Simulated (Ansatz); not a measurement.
# CSe₂: small, medium and large basis sets

How large a basis does CSe₂ need? Two functionals are run in growing sets.

Program: Ansatz 0.2.0, Gaussian basis. Level of theory: one geometry, several basis sets. These are calculated values, not measurements.

Plan: PBE0-D4/def2-SVP; ωB97M-V/def2-SVP; PBE0-D4/def2-QZVPP; ωB97M-V/def2-QZVPP; the functionals' def2-TZVPP values are taken from earlier runs.

## (1) The geometry

All runs share one geometry, relaxed beforehand with PBE0-D4 in a triple-zeta def2 set.

SMILES `[Se]=C=[Se]`, 3 atoms, charge 0, spin multiplicity 1.

Atoms are counted from 1 here; the program's logs count them from 0.

Bond lengths: Se1–C2 1.688 Å, C2–Se3 1.688 Å. Angles: Se1–C2–Se3 180.0°.

Coordinates:

| atom | x (Å) | y (Å) | z (Å) |
| --- | --- | --- | --- |
| Se1 | -1.26565 | 0.95127 | -0.58619 |
| C2 | 0.00001 | 0.00001 | 0.00000 |
| Se3 | 1.26564 | -0.95129 | 0.58618 |

## (2) PBE0-D4 in def2-SVP

in.yaml reads:

```yaml
crystal:
  periodic: [false, false, false]
  atoms:
    - {symbol: Se, position_ang: [-1.265651, 0.951275, -0.586186]}
    - {symbol: C, position_ang: [0.000005, 0.000010, 0.000004]}
    - {symbol: Se, position_ang: [1.265645, -0.951285, 0.586182]}
basis:
  gaussian: {orbitals: def2-SVP}
hamiltonian: {xc: pbe0, dispersion: d4}
output: {orbitals: {seedname: orbitals}}
```

Command:

```sh
$ ansatz run in.yaml --threads 4 --pin off --events-out ev --progress --plain --max-ram 10444MiB
```

Further steps of the session: ωB97M-V in def2-SVP; PBE0-D4 in def2-QZVPP; ωB97M-V in def2-QZVPP.

**Question.** What will the summary of the whole plan be? Wanted: PBE0-D4: double and triple zeta above quadruple; ωB97M-V: double and triple zeta above quadruple.

The runs gave:

```
                                       quantity           value
PBE0-D4: double and triple zeta above quadruple  19.90, 2.78 eV
ωB97M-V: double and triple zeta above quadruple  19.77, 2.69 eV
```

**Reading.** PBE0-D4 gains 17.11 eV from double to triple zeta, then 2.78 eV more. Total energies overstate the basis error of differences, where much of it tends to cancel.
